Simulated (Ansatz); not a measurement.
# ZrTi3C4: the cost of one run

Computed with Ansatz 0.2.0 (DFT PBE, scalar-relativistic, plane waves, PAW, unless a step's input says otherwise).

1 further run of the same task is left out (it didn't finish). Runs told in other sessions of the task aren't counted.

### Step 1. The system as given

It takes space group I4/mmm (No. 139, tetragonal). Conventional cell: a = 4.449 Å, b = 4.449 Å, c = 8.858 Å, α = 90.00°, β = 90.00°, γ = 90.00°. Around Zr (site symmetry 4/mmm) lie 6 C at 2.22 to 2.27 Å. Ti (site symmetry 4/mmm) has 6 C at 2.16 to 2.22 Å in its first shell of neighbours. Around Ti (site symmetry -4m2) lie 6 C at 2.21 to 2.22 Å. Around C (site symmetry 4mm) lie 5 Ti at 2.16 to 2.22 Å and 1 Zr at 2.27 Å. Around C (site symmetry mmm) lie 4 Ti at 2.21 to 2.22 Å and 2 Zr at 2.22 Å.

As a file:

```
CELL_PARAMETERS angstrom
-2.22426 2.22426 4.42912
2.22426 -2.22426 4.42912
2.22426 2.22426 -4.42912
ATOMIC_POSITIONS crystal
Zr 0.50000 0.50000 0.00000
Ti 0.00000 0.00000 0.00000
Ti 0.75000 0.25000 0.50000
Ti 0.25000 0.75000 0.50000
C 0.24394 0.24394 0.00000
C 0.00000 0.50000 0.50000
C 0.75606 0.75606 0.00000
C 0.50000 0.00000 0.50000
```

It is the end of an earlier relaxation with the same method, from a generated guess; it is a trial structure. At a tolerance of 0.05 Å it has space group I4/mmm (No. 139); it has 10.96 Å³/atom, an uncorrected energy of -0.77 eV/atom over the elements and, on its mesh, gap none (metal).

### Step 2. The cell scaled to 0.97 of its volume

input.yaml

```yaml
crystal:
  lattice:
    - [-2.2017891123, 2.2017891123, 4.3843752865]
    - [2.2017891123, -2.2017891123, 4.3843752865]
    - [2.2017891123, 2.2017891123, -4.3843752865]
  atoms:
    - { symbol: Zr, position: [0.5, 0.5, 0.0] }
    - { symbol: Ti, position: [0.0, 0.0, 0.0] }
    - { symbol: Ti, position: [0.75, 0.25, 0.5] }
    - { symbol: Ti, position: [0.25, 0.75, 0.5] }
    - { symbol: C, position: [0.243942, 0.243942, 0.0] }
    - { symbol: C, position: [0.0, 0.5, 0.5] }
    - { symbol: C, position: [0.756058, 0.756058, 0.0] }
    - { symbol: C, position: [0.5, 0.0, 0.5] }
basis:
  ecutwfc: 420
kpoints:
  mp_grid: { grid: [12, 12, 12] }
hamiltonian:
  xc: pbe
scf:
  occupations: { method: gaussian, width: 0.1 }
output:
  forces: true
  stress: true
  eigenvalues: true
relax:
  adjacent_minimum: "off"
  f_tol: 0.01
  max_steps: 30
  cell: { stress_tol: 0.1, fix: [volume] }
```

Command:

```
$ ansatz run input.yaml --threads 4 --pin off --max-ram 8192MiB --backend cpu --events-out ev --progress --plain --runs-dir out
```

What time and memory should one allow on 4 threads of Intel Xeon 6975P-C (Granite Rapids), shared host?

About 14 s, with a peak of 0.81 GiB.
